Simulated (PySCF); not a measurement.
# C3H4BCl3: the cost of one run

Computed with PySCF 2.14.0, with density-fitted response routines of our own, on a single molecule in the gas phase. Atoms count from 0, in the outputs and in this text.

### Step 1. The molecule as given

11 atoms, charge 0, multiplicity 1; geometry from: GFN2-xTB. The atoms were then displaced at random by about 0.01 Å, so the start is not that level's minimum.

Bonds of the start (Å): Cl0–C1 1.70, C1–C2 1.31, C2–C3 1.52, C3–B4 1.56, B4–Cl5 1.73, B4–Cl6 1.72, C1–H7 1.07, C2–H8 1.11, C3–H9 1.09, C3–H10 1.11.

### Step 2. Optimising the geometry at PBE0-D3(BJ)/def2-SVP

What the job is given:

```
{"job": {"xc": "PBE0", "basis": "def2-SVP", "d3": "d3bj", "grid": 1, "shake": 0.01, "kind": "geom"}, "charge": 0, "multiplicity": 1}
Cl    -2.490750     0.646120    -0.763490
C     -1.737130     0.186000     0.690390
C     -0.533140    -0.323370     0.722810
C      0.404450    -0.543630    -0.458410
B      1.641730     0.404530    -0.536270
Cl     2.003810     1.519390     0.733520
Cl     2.700020     0.339060    -1.887300
H     -2.325200     0.350270     1.563120
H     -0.103950    -0.578340     1.714540
H      0.707450    -1.589430    -0.435920
H     -0.229190    -0.436420    -1.358670
```

Run with:

```console
$ OMP_NUM_THREADS=1 python probes_run.py task.json out
```

This one command runs all jobs of the session in turn.

**Question.** How long does this first job take on 1 thread of Intel Xeon Platinum 8175M at 2.50GHz, shared host, and how much memory does it need?

About 1.8 min, with a peak of 0.56 GiB.
